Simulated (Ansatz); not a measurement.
# The tellurium atom (triplet): from Hartree-Fock to the top rungs, def2-TZVPD

How much of the correlation energy of the tellurium atom (triplet) does each wave-function method recover here?

Method: def2-TZVPD, core rule «outside noble gas», up to 9 orbitals frozen; program: Ansatz 0.2.0, Gaussian basis.

Plan: UHF; CCSD(T) on ROHF; Full CI; Full CI in the symmetry of the determinant.

### Step 1. The atom

A free atom, in its lowest state of this spin that the program finds. No spin-orbit coupling is included. Elements past krypton take def2 core potentials.

1 atom, charge 0, spin multiplicity 3.

### Step 2. UHF

Input file in.yaml:

```yaml
crystal:
  periodic: [false, false, false]
  atoms:
    - {symbol: Te, position_ang: [0.000000, 0.000000, 0.000000]}
basis:
  gaussian: {orbitals: def2-TZVPD}
magnetization: {spin_polarized: true, initial_magnetization: 2}
hamiltonian: {xc: hf}
output: {orbitals: {seedname: orbitals}}
```

Run with:

```
ansatz run in.yaml --threads 1 --pin off --events-out ev --progress --plain --max-ram 2393MiB
```

The runs that follow: CCSD(T) on ROHF; Full CI; Full CI in the symmetry of the determinant.

Q: Predict the results of all the runs planned. Wanted: FCI below the RHF energy; RMP2 from FCI; RCCSD from FCI; RCCSD(T) from FCI; T1 diagnostic; effectively unpaired electrons.

The runs gave:

| quantity | value |
| --- | --- |
| FCI below the RHF energy | -3.0044 eV |
| RMP2 from FCI | +549.1 meV |
| RCCSD from FCI | +108.2 meV |
| RCCSD(T) from FCI | +17.3 meV |
| levels within 1 kcal/mol (43 meV) | RCCSD(T) |
| T1 diagnostic | 0.015 |
| effectively unpaired electrons | 2.03 |

RCCSD(T) lands +17.3 meV from the yardstick (0.6 % of the correlation energy). One determinant dominates. These misses are within one basis, not against nature.
